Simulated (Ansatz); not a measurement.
## Nudged elastic band run: Ba₈Ti₈O₂₂F, charge -1

The input (input.yaml):

```yaml
crystal:
  lattice:
    - [8.0146, 0.0, 0.0]
    - [0.0, 8.0146, 0.0]
    - [0.0, 0.0, 8.0146]
  atoms:
    - { symbol: Ba, position: [0.2460439, 0.2432235, 0.25255684] }
    - { symbol: Ti, position: [0.00010152, -0.00066797, -0.0003736] }
    - { symbol: O, position: [0.24957913, -0.00060976, -0.00077962] }
    - { symbol: O, position: [0.00017386, 0.25219762, -0.00026835] }
    - { symbol: O, position: [-7.385e-05, -0.00063631, 0.24934848] }
    - { symbol: Ba, position: [0.24509304, 0.24303007, 0.74562712] }
    - { symbol: Ti, position: [-0.00070166, -0.00066113, 0.49935448] }
    - { symbol: O, position: [0.24952327, -0.00062732, 0.49949081] }
    - { symbol: O, position: [-0.00017445, 0.24974909, 0.49943525] }
    - { symbol: O, position: [-0.00031964, -0.00068001, 0.7494932] }
    - { symbol: Ba, position: [0.24606881, 0.7555511, 0.25264836] }
    - { symbol: Ti, position: [-0.01496902, 0.49929162, -0.00147818] }
    - { symbol: F, position: [0.25279859, 0.49930515, -0.00447722] }
    - { symbol: O, position: [0.0003105, 0.74648715, -0.00022155] }
    - { symbol: O, position: [-0.00014821, 0.49931216, 0.24754948] }
    - { symbol: Ba, position: [0.24511282, 0.75569786, 0.74552] }
    - { symbol: Ti, position: [-0.00065132, 0.49932102, 0.50158656] }
    - { symbol: O, position: [0.25397095, 0.49932153, 0.50595157] }
    - { symbol: O, position: [-0.00016559, 0.74898093, 0.49938433] }
    - { symbol: O, position: [0.00086335, 0.49935532, 0.75232448] }
    - { symbol: Ba, position: [0.7528326, 0.24257415, 0.25324119] }
    - { symbol: Ti, position: [0.49837941, -0.00066931, -0.00333346] }
    - { symbol: O, position: [0.74827683, -0.0007149, -0.00072461] }
    - { symbol: O, position: [0.49700271, 0.25766483, -0.00837743] }
    - { symbol: O, position: [0.49863091, -0.00066562, 0.24866554] }
    - { symbol: Ba, position: [0.7527324, 0.24281564, 0.74594921] }
    - { symbol: Ti, position: [0.4991275, -0.00060762, 0.50089654] }
    - { symbol: O, position: [0.74894376, -0.0006575, 0.49932031] }
    - { symbol: O, position: [0.49877088, 0.25341485, 0.50440966] }
    - { symbol: O, position: [0.4986302, -0.00073681, 0.7490647] }
    - { symbol: Ba, position: [0.75284402, 0.75610781, 0.25322293] }
    - { symbol: Ti, position: [0.51452931, 0.49933382, 0.0120984] }
    - { symbol: O, position: [0.74656777, 0.49932668, -0.00574921] }
    - { symbol: O, position: [0.49691419, 0.74096433, -0.00822766] }
    - { symbol: O, position: [0.50048205, 0.49930804, 0.24759608] }
    - { symbol: Ba, position: [0.75274422, 0.75582289, 0.74597131] }
    - { symbol: Ti, position: [0.49855598, 0.49930842, 0.48695392] }
    - { symbol: O, position: [0.745939, 0.49933622, 0.50572925] }
    - { symbol: O, position: [0.49876176, 0.74528486, 0.50441417] }
total_charge: -1
basis:
  ecutwfc: 420.0
kpoints:
  mp_grid: { grid: [2, 2, 2] }
hamiltonian:
  xc: pbe
  pseudopotentials: { kind: paw, azcp: { folder: soft_1 } }
scf:
  occupations: { method: fermi_dirac, width: 0.02 }
  lower_state_search: "off"
neb:
  images: 3
  f_tol: 0.05
  initial_path: linear
  max_iterations: 68
  final_atoms:
    - { symbol: Ba, position: [0.24655702, 0.2434124, 0.25347014] }
    - { symbol: Ti, position: [0.00168221, 0.0, -0.00014031] }
    - { symbol: O, position: [0.2498126, 0.0, -0.00069722] }
    - { symbol: O, position: [0.00521622, 0.25414596, -0.00047997] }
    - { symbol: O, position: [-2.595e-05, 0.0, 0.24959825] }
    - { symbol: Ba, position: [0.24642989, 0.24364621, 0.7456944] }
    - { symbol: Ti, position: [-0.00015799, 0.0, 0.50006862] }
    - { symbol: O, position: [0.25016297, 0.0, 0.50033924] }
    - { symbol: O, position: [4.455e-05, 0.2503863, 0.5004975] }
    - { symbol: O, position: [3.51e-05, 0.0, 0.7502178] }
    - { symbol: Ba, position: [0.24655702, 0.7565876, 0.25347014] }
    - { symbol: Ti, position: [-0.01237811, 0.5, -0.00078631] }
    - { symbol: F, position: [0.49658158, 0.5, -0.2467971] }
    - { symbol: O, position: [0.00521622, 0.74585404, -0.00047997] }
    - { symbol: O, position: [0.0061988, 0.5, 0.24678194] }
    - { symbol: Ba, position: [0.24642989, 0.75635379, 0.7456944] }
    - { symbol: Ti, position: [0.00217648, 0.5, 0.4999288] }
    - { symbol: O, position: [0.25308608, 0.5, 0.50151079] }
    - { symbol: O, position: [4.455e-05, 0.7496137, 0.5004975] }
    - { symbol: O, position: [0.00676827, 0.5, 0.7549074] }
    - { symbol: Ba, position: [0.75391518, 0.24329507, 0.25352037] }
    - { symbol: Ti, position: [0.49742535, 0.0, -0.00103533] }
    - { symbol: O, position: [0.7493003, 0.0, -0.00073926] }
    - { symbol: O, position: [0.49231494, 0.25850667, -0.00237301] }
    - { symbol: O, position: [0.49998181, 0.0, 0.24897905] }
    - { symbol: Ba, position: [0.75324372, 0.24382776, 0.74672779] }
    - { symbol: Ti, position: [0.50033799, 0.0, 0.50053035] }
    - { symbol: O, position: [0.75001384, 0.0, 0.50055717] }
    - { symbol: O, position: [0.50040811, 0.2528617, 0.50101609] }
    - { symbol: O, position: [0.49978657, 0.0, 0.7503358] }
    - { symbol: Ba, position: [0.75391518, 0.75670493, 0.25352037] }
    - { symbol: Ti, position: [0.51254406, 0.5, 0.01532846] }
    - { symbol: O, position: [0.74831581, 0.5, 0.00132733] }
    - { symbol: O, position: [0.49231494, 0.74149333, -0.00237301] }
    - { symbol: O, position: [0.49474205, 0.5, 0.24726711] }
    - { symbol: Ba, position: [0.75324372, 0.75617224, 0.74672779] }
    - { symbol: Ti, position: [0.49914679, 0.5, 0.48584319] }
    - { symbol: O, position: [0.74820413, 0.5, 0.50052761] }
    - { symbol: O, position: [0.50040811, 0.7471383, 0.50101609] }
  order_check: true
```

Run as:

```bash
$ ansatz run input.yaml --threads 4 --pin off --max-ram 10240MiB --backend cpu --events-out ev --progress --plain --runs-dir out
```

Output, in part (warnings, iteration lines):

```
NEB end point (image 0): max|allowed force component| = 2.945e-2 eV/Å (the criterion of neb.relax_end_points is 1.000e-2)
NEB end point (image 4): max|allowed force component| = 1.478e-2 eV/Å (the criterion of neb.relax_end_points is 1.000e-2)
NEB iter   1: max|band force component| = 8.750e0 eV/Å  barrier→ = 3.2768 eV  barrier← = 3.2770 eV  Δτ_max = 0.2000 Å  (77 SCF iters)
NEB iter   2: max|band force component| = 3.810e0 eV/Å  barrier→ = 2.4014 eV  barrier← = 2.4016 eV  Δτ_max = 0.1318 Å  (39 SCF iters)
NEB iter   3: max|band force component| = 2.056e0 eV/Å  barrier→ = 1.5664 eV  barrier← = 1.5666 eV  Δτ_max = 0.0336 Å  (30 SCF iters)
NEB iter   4: max|band force component| = 9.431e-1 eV/Å  barrier→ = 1.4169 eV  barrier← = 1.4171 eV  Δτ_max = 0.0298 Å  (24 SCF iters)
NEB iter   5: max|band force component| = 2.370e-1 eV/Å  barrier→ = 1.3647 eV  barrier← = 1.3649 eV  CI = image 2  Δτ_max = 0.0130 Å  (24 SCF iters)
NEB iter   6: max|band force component| = 8.639e-2 eV/Å  barrier→ = 1.3550 eV  barrier← = 1.3552 eV  CI = image 2  Δτ_max = 0.0055 Å  (20 SCF iters)
NEB iter   7: max|band force component| = 4.469e-2 eV/Å  barrier→ = 1.3525 eV  barrier← = 1.3527 eV  CI = image 2  CI's point: of a kind that is not told: the force calls were inconclusive, a negative curvature could not be distinguished from the path's own, the only one lies far off the path, or fixed occupations may fill a level only in part  Δτ_max = 0.0000 Å  (372 SCF iters)
```

The forces met the threshold. By the program's own check the climbing image is of a kind that is not told: the force calls were inconclusive, a negative curvature could not be distinguished from the path's own, the only one lies far off the path, or fixed occupations may fill a level only in part (lowest curvatures found: -2.09 and 1.99 eV/Å²). Limits of this set-up: coarse k mesh, no spin, though dangling bonds at a vacancy may carry it, a small cell, in which the defect meets its images, a typed lattice constant that wasn't relaxed here, charged cell in a uniform background, uncorrected.

Final band (atoms are numbered from 1 in the order of the input):

```json
{"image": "0", "path coordinate (Å)": "0.00", "energy (eV)": "0.00", "Ba1–F13 (Å)": "2.91", "Ba11–F13 (Å)": "2.91", "Ti12–F13 (Å)": "2.15"}
{"image": "1", "path coordinate (Å)": "0.73", "energy (eV)": "0.61", "Ba1–F13 (Å)": "3.42", "Ba11–F13 (Å)": "3.42", "Ti12–F13 (Å)": "2.52"}
{"image": "2", "path coordinate (Å)": "1.46", "energy (eV)": "1.35", "Ba1–F13 (Å)": "3.95", "Ba11–F13 (Å)": "3.95", "Ti12–F13 (Å)": "3.17"}
{"image": "3", "path coordinate (Å)": "2.19", "energy (eV)": "0.61", "Ba1–F13 (Å)": "4.45", "Ba11–F13 (Å)": "4.45", "Ti12–F13 (Å)": "3.82"}
{"image": "4", "path coordinate (Å)": "2.92", "energy (eV)": "0.00", "Ba1–F13 (Å)": "4.93", "Ba11–F13 (Å)": "4.93", "Ti12–F13 (Å)": "4.40"}
```

The run took 14 min on 4 threads of AMD EPYC 7R43 64-Core Processor (Zen 3), with other jobs on the host, peak memory 4.2 GiB.
